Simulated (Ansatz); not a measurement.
Working through a ladder of methods at one geometry of C₂H₇AlS, SMILES [CH3][AlH][S]C

Computed with Ansatz 0.2.0 through its Python package.

Notebook, run cell by cell (the value of a cell's last expression is shown):

```python
import ansatz as az
from ase import Atoms
```

```python
atoms = Atoms(['C', 'Al', 'S', 'C', 'H', 'H', 'H', 'H', 'H', 'H', 'H'], positions=[
    [-0.8257, 1.7687, -0.5777],
    [0.653, 0.5516, -0.7696],
    [1.4859, -0.4458, 1.0688],
    [0.4552, -1.8548, 1.0271],
    [-1.1518, 1.8956, 0.4627],
    [-0.5819, 2.8254, -0.9819],
    [-1.7121, 1.4298, -1.1633],
    [1.2952, 0.2408, -2.2175],
    [0.6123, -2.5241, 1.9226],
    [0.5146, -2.4267, 0.1061],
    [-0.6794, -1.5175, 1.1434],
])
molecule = az.Crystal.molecule_from_ase(atoms)
```

```python
setup = molecule.calculation().basis(gaussian='cc-pVDZ')
```

```python
methods = ['mp2', 'ccsd', 'ccsd_t']
reports = [setup.correlation(m).run(threads=1, pin='off').report for m in methods]
print(f'Hartree-Fock reference {reports[0]["reference_energy_ev"] / 27.211386246:.6f} Ha')
best = reports[-1]['free_energy_ev'] - reports[-1]['reference_energy_ev']
for method, each in zip(methods, reports):
    gained = each['free_energy_ev'] - each['reference_energy_ev']
    print(f'{method:8s} total {each["free_energy_ev"] / 27.211386246:.6f} Ha  correlation {gained:9.4f} eV  ({100 * gained / best:.1f} % of the last)')
```

    Hartree-Fock reference -719.275990 Ha
    mp2      total -719.769268 Ha  correlation  -13.4228 eV  (87.0 % of the last)
    ccsd     total -719.827182 Ha  correlation  -14.9987 eV  (97.3 % of the last)
    ccsd_t   total -719.842674 Ha  correlation  -15.4203 eV  (100.0 % of the last)

Total energies depend on the basis set; only differences at equal settings carry meaning. The geometry is a force-field or estimated start, not a minimum of this method, and the basis set is short of its limit. A lower total doesn't mark the better method: functionals have no common bound, and MP2 and coupled cluster aren't variational. Inner cores stay frozen, so this is valence correlation. For Al to Cl the sets with a tight d function, cc-pV(X+d)Z, are usual. Timing: 14 s on 1 thread of Intel(R) Xeon(R) Platinum 8488C (Sapphire Rapids), on a shared host, peak memory 0.44 GiB.
